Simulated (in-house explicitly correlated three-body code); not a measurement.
**Two electrons around a charge of +14 under Yukawa screening of 2.1 per bohr: exact states**

Aim: the lowest states of two electrons around a charge of +14 under Yukawa screening of 2.1 per bohr to near-exact accuracy, with their sizes and correlation.

The numbers are computed with in-house explicitly correlated three-body code version 1 (two electrons, non-relativistic, variational in exponentially correlated functions), except any that are marked as measured or tabulated.

### Step 1. The system

```
charge of the centre : +14
mass of the centre   : infinite
interactions         : Yukawa, exp(−2.1 r)/r, between all pairs
basis                : 260 functions exp(−a r1 − b r2 − g r12) a state, exponent ranges optimised
units                : hartree and bohr; relativity and QED are left out
```

### Step 2. The run

Settings:

```ini
Z = 14.0
screening = 2.1
interaction_strength = 1.0
functions = 260
states_tried = 13
```

Started as:

```bash
$ python run_hyl.py task.json out
```

Before running it: what results should come out? Wanted: ground-state energy; binding of the second electron; ⟨r12⟩, ⟨cos θ12⟩; resonance line 1 ¹S–2 ¹P; polarisability of the ground state.

As calculated:

```
                          quantity                  value
               ground-state energy  -136.60431700 hartree
    binding of the second electron              1768.0 eV
                  ⟨r12⟩, ⟨cos θ12⟩   0.1650 bohr, -0.0093
          resonance line 1 ¹S–2 ¹P  1694.5 eV, f = 0.4935
polarisability of the ground state       2.8703e-04 bohr³
```

**Reading.** The second electron is bound by 1768 eV, and the mean cosine of -0.009 shows the electrons leaning only slightly to opposite sides. Exchange puts 2 ³S 9.79 eV under 2 ¹S.
